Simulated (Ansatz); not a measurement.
# O2Sc: the cost of one run

Program: Ansatz 0.2.0. Level of theory: DFT PBE0, Gaussian basis def2-TZVPP, and further levels as typed in the inputs. These are calculated values, not measurements.

## 1. The starting structure

Bond lengths: Sc1–O2 1.820 Å, Sc1–O3 1.820 Å, O2–O3 1.500 Å. Angles: Sc1–O2–O3 65.7°, O2–Sc1–O3 48.7°, Sc1–O3–O2 65.7°.

Structure file:

```xyz
3

Sc    0.0000    0.0000    0.0000
O     0.7500    0.0000    1.6583
O    -0.7500    0.0100    1.6583
```

## 2. Relaxing the atoms: O2Sc, charge +1

The input, input.yaml:

```yaml
relax:
  f_tol: 0.001
  max_steps: 200
crystal:
  periodic: [false, false, false]
  atoms:
    - { symbol: Sc, position_ang: [0.0, 0.0, 0.0] }
    - { symbol: O, position_ang: [0.75, 0.0, 1.658282] }
    - { symbol: O, position_ang: [-0.75, 0.01, 1.658282] }
total_charge: 1
basis:
  gaussian: { orbitals: def2-TZVPP }
hamiltonian:
  xc: pbe0
```

Launch:

```sh
> ansatz run input.yaml --threads 8 --pin off --max-ram 12288MiB --backend cpu --events-out ev --progress --plain --runs-dir out
```

Q: Estimate wall time and peak memory on 8 threads of Arm Neoverse N1, shared host.

About 7.7 s, with a peak of 0.24 GiB.
